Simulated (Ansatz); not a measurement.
# C3H9ClInN: up Jacob's ladder to CCSD(T)

Aim: compute C3H9ClInN with functionals from several rungs and with coupled cluster. The yardstick is the atomisation energy at the CCSD(T) limit.

Program: Ansatz 0.2.0, Gaussian basis. Level of theory: functionals in def2-TZVPP, the program's frozen cores in correlated methods. These are calculated values, not measurements.

Plan: PBE-D4, r2SCAN-D4, PBE0-D4, B3LYP-D4, ωB97X-V, ωB97M-V, B2PLYP; CCSD(T)/def2-TZVPP; MP2/def2-QZVPP; extrapolation to the limit.

### Step 1. The geometry

All runs share one geometry, relaxed beforehand with PBE0-D4 in a triple-zeta def2 set. In takes the def2 core potential; no spin-orbit term is included.

SMILES `CC[N](C)[InH][Cl]`, 15 atoms, charge 0, spin multiplicity 1.

Atoms are counted from 1 here; the program's logs count them from 0.

Bond lengths: C1–C2 1.523 Å, C1–H7 1.093 Å, C1–H8 1.093 Å, C1–H9 1.092 Å, C2–N3 1.446 Å, C2–H10 1.102 Å, C2–H11 1.096 Å, N3–C4 1.442 Å, N3–In5 1.997 Å, C4–H12 1.098 Å, C4–H13 1.091 Å, C4–H14 1.100 Å, In5–Cl6 2.340 Å, In5–H15 1.693 Å. Angles: C2–C1–H7 110.5°, C2–C1–H8 110.7°, C2–C1–H9 111.7°, H7–C1–H8 108.3°, H7–C1–H9 107.6°, H8–C1–H9 108.0°, C1–C2–N3 114.6°, C1–C2–H10 108.9°, C1–C2–H11 108.7°, N3–C2–H10 109.2°, N3–C2–H11 109.1°, H10–C2–H11 105.9°, C2–N3–C4 114.9°, C2–N3–In5 122.2°, C4–N3–In5 122.9°, N3–C4–H12 112.8°, N3–C4–H13 110.5°, N3–C4–H14 110.8° and more.

### Step 2. PBE-D4 (GGA)

in.yaml reads:

```yaml
crystal:
  periodic: [false, false, false]
  atoms:
    - {symbol: C, position_ang: [1.372231, -0.577635, -1.268061]}
    - {symbol: C, position_ang: [1.101791, 0.170551, 0.030196]}
    - {symbol: N, position_ang: [-0.289304, 0.211674, 0.422889]}
    - {symbol: C, position_ang: [-1.130073, 1.036240, -0.409468]}
    - {symbol: In, position_ang: [-0.993906, -0.859756, 1.953242]}
    - {symbol: Cl, position_ang: [-3.299224, -0.519075, 2.168646]}
    - {symbol: H, position_ang: [2.440789, -0.570783, -1.498543]}
    - {symbol: H, position_ang: [1.044707, -1.617682, -1.189169]}
    - {symbol: H, position_ang: [0.849920, -0.122619, -2.111872]}
    - {symbol: H, position_ang: [1.481357, 1.200616, -0.064877]}
    - {symbol: H, position_ang: [1.687092, -0.293003, 0.832360]}
    - {symbol: H, position_ang: [-1.206288, 0.663094, -1.439392]}
    - {symbol: H, position_ang: [-2.142706, 1.081827, -0.004876]}
    - {symbol: H, position_ang: [-0.741919, 2.064363, -0.460660]}
    - {symbol: H, position_ang: [-0.174446, -1.867810, 3.039594]}
basis:
  gaussian: {orbitals: def2-TZVPP}
hamiltonian: {xc: pbe, dispersion: d4}
output: {forces: true, orbitals: {seedname: orbitals}}
```

The run is started by

```bash
$ ansatz run in.yaml --threads 2 --pin off --events-out ev --progress --plain --max-ram 32768MiB --backend cuda --devices 0, --max-vram 18GiB
```

Further steps of the session: r2SCAN-D4 (meta-GGA); PBE0-D4 (hybrid); B3LYP-D4 (hybrid); ωB97X-V (range-separated); ωB97M-V (range-separated); B2PLYP (double hybrid); CCSD(T) in def2-TZVPP; MP2 in def2-QZVPP.

Before running them: what should the planned runs give, taken together? Wanted: atomisation energy, CCSD(T)/CBS; farthest; mean size of error, hybrid; mean size of error, range-separated; gap, smallest and largest; T1 diagnostic; triples share of the correlation energy.

As calculated:

| quantity | value |
| --- | --- |
| atomisation energy, CCSD(T)/CBS | 1259.4 kcal/mol |
| functionals within 12.6 kcal/mol (1.0 %) | r2SCAN-D4, PBE0-D4, B3LYP-D4, ωB97X-V, ωB97M-V |
| farthest | B2PLYP (-19.5 kcal/mol) |
| mean size of error, hybrid | 3.4 kcal/mol |
| mean size of error, range-separated | 1.9 kcal/mol |
| gap, smallest and largest | 3.29 eV (PBE-D4), 9.17 eV (ωB97X-V) |
| T1 diagnostic | 0.0145 |
| triples share of the correlation energy | 3.8 % |

**Reading.** PBE-D4 is off by +18.6 kcal/mol. Double hybrids carry the basis error of their MP2 part in triple zeta, and no dispersion term here, so their miss is partly the set-up's. Misses under about 12.6 kcal/mol are within the doubt on the reference itself, which lacks core-valence correlation, spin-orbit coupling and higher excitations, and its outer-core shells are covered unevenly. All levels share the lack of spin-orbit coupling, which lowers the free heavy atoms and so the true binding. Hartree-Fock recovers 72 % of the binding; the rest is correlation. The gap grows from 3.3 to 9.2 eV across the functionals, mostly with the share of exact exchange. Correlated methods include outer-core shells of In, which these sets cover unevenly.
